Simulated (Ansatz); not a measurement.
**CH₄ClOSn radical: how energies converge with the basis set**

An exercise on one series of results from a longer session: the logs are not shown, and one member is left open.

Computed with Ansatz 0.2.0, Gaussian basis. Level: one geometry, several basis sets.

Levels to be run: PBE0-D4/def2-SVP; ωB97M-V/def2-SVP; PBE0-D4/def2-QZVPP; ωB97M-V/def2-QZVPP; the functionals' def2-TZVPP values are taken from earlier runs.

## Structure used throughout

An earlier PBE0-D4 in a triple-zeta def2 set relaxation fixed the geometry. Sn takes the def2 core potential; no spin-orbit term is included.

SMILES `[CH3][Sn]([OH])[Cl]`, 8 atoms, charge 0, spin multiplicity 2.

Atoms are counted from 1 here; the program's logs count them from 0.

Bond lengths: C1–Sn2 2.166 Å, C1–H5 1.088 Å, C1–H6 1.088 Å, C1–H7 1.090 Å, Sn2–O3 1.971 Å, Sn2–Cl4 2.366 Å, O3–H8 0.961 Å. Angles: Sn2–C1–H5 109.2°, Sn2–C1–H6 108.9°, Sn2–C1–H7 105.3°, H5–C1–H6 111.1°, H5–C1–H7 111.1°, H6–C1–H7 110.9°, C1–Sn2–O3 103.4°, C1–Sn2–Cl4 107.5°, O3–Sn2–Cl4 103.9°, Sn2–O3–H8 113.7°.

The first run:

The input, in.yaml:

```yaml
crystal:
  periodic: [false, false, false]
  atoms:
    - {symbol: C, position_ang: [-0.109381, 1.345453, -0.183543]}
    - {symbol: Sn, position_ang: [-0.713449, -0.659845, 0.367486]}
    - {symbol: O, position_ang: [0.917058, -1.422106, 1.169680]}
    - {symbol: Cl, position_ang: [-0.992839, -1.893350, -1.632524]}
    - {symbol: H, position_ang: [-0.903612, 1.812065, -0.762369]}
    - {symbol: H, position_ang: [0.100522, 1.912040, 0.721833]}
    - {symbol: H, position_ang: [0.792837, 1.220591, -0.782870]}
    - {symbol: H, position_ang: [1.000964, -2.371748, 1.046508]}
basis:
  gaussian: {orbitals: def2-SVP}
magnetization: {spin_polarized: true, initial_magnetization: 1}
hamiltonian: {xc: pbe0, dispersion: d4}
output: {orbitals: {seedname: orbitals}}
```

Launch:

```
$ ansatz run in.yaml --threads 4 --pin off --events-out ev --progress --plain --max-ram 10444MiB
```

Among the steps run: PBE0-D4 in def2-SVP; ωB97M-V in def2-SVP; PBE0-D4 in def2-QZVPP; ωB97M-V in def2-QZVPP.

One of the session's tables, all rows but one given; the rest of the session is left out.

It belongs to the step «Functionals by basis». 

```
functional       basis  HOMO (eV)  LUMO (eV)
   PBE0-D4    def2-SVP          ?          ?
   PBE0-D4  def2-TZVPP      -6.49      -3.65
   PBE0-D4  def2-QZVPP      -6.53      -3.70
   ωB97M-V    def2-SVP      -8.32      -1.71
   ωB97M-V  def2-TZVPP      -8.52      -1.93
   ωB97M-V  def2-QZVPP      -8.56      -2.01
```

**Question.** Estimate the row for PBE0-D4, def2-SVP.

**Answer.** HOMO (eV): -6.33; LUMO (eV): -3.51. In the column «HOMO (eV)» it is the highest.
